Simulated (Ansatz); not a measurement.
# CH4AlNO: the cost of one run

Computed with Ansatz 0.2.0, driven from Python. Level of theory: r2SCAN+D4/def2-SVP.

## Step 1: Starting point

Bond lengths: N1–Al2 1.848 Å, Al2–C3 1.966 Å, C3–O4 1.122 Å, N1–H5 1.058 Å, N1–H6 1.084 Å, Al2–H7 1.626 Å, C3–H8 1.127 Å. Angles: N1–Al2–C3 119.0°, N1–Al2–H7 120.2°, C3–Al2–H7 120.8°, Al2–N1–H5 111.0°, Al2–N1–H6 109.3°, H5–N1–H6 105.1°, Al2–C3–O4 122.0°, Al2–C3–H8 116.2°, O4–C3–H8 121.7°.

The script holds or builds the structure itself.

## Step 2: Script

File run_torsion.py:

```python
'''Energy of CH4AlNO as one group turns about a bond.'''

import ansatz
from ase import Atoms

atoms = Atoms(['N', 'Al', 'C', 'O', 'H', 'H', 'H', 'H'], positions=[
    (-0.535, 1.3969, -0.8968),
    (0.6151, 0.4222, 0.1724),
    (0.1363, -1.423, 0.6526),
    (-0.8021, -1.91, 0.2781),
    (-0.7251, 0.8925, -1.8072),
    (-1.5001, 1.4718, -0.4092),
    (2.014, 1.0783, 0.6804),
    (0.889, -1.9858, 1.2738),
])

# start the scan from a relaxed geometry
first = ansatz.Crystal.molecule_from_ase(atoms).calculation()
first = first.basis(gaussian='def2-SVP')
first = first.functional('r2scan', dispersion='d4')
first = first.relax(force_tolerance=0.02, max_steps=80)
atoms.positions = first.run(threads=1, backend='cpu').report['positions_ang']

start = atoms.get_dihedral(2, 1, 0, 4)
energies = {}
for turn in range(0, 360, 30):
    turned = atoms.copy()
    turned.set_dihedral(2, 1, 0, 4, start + turn, indices=[0, 4, 5])
    base = (
        ansatz.Crystal.molecule_from_ase(turned).calculation()
        .basis(gaussian='def2-SVP')
        .functional('r2scan', dispersion='d4')
    )
    energies[round((start + turn) % 360)] = base.run(threads=1, backend='cpu').report['free_energy_ev']
floor = min(energies.values())
print('dihedral C2-Al1-N0-H4 (deg)   E - E(min) (kJ/mol)')
for angle, e in sorted(energies.items()):
    print(f'{angle:8d} {96.485332 * (e - floor):14.3f}  ' + '#' * int(30 * (e - floor) / max(max(energies.values()) - floor, 1e-9)))
```

## Step 3: Running it

Command:

```bash
$ python run_torsion.py
```

**Question.** How long does this script take on 1 thread of Arm Neoverse V2, shared host, and how much memory does it need?

About 2 min, with a peak of 0.23 GiB.
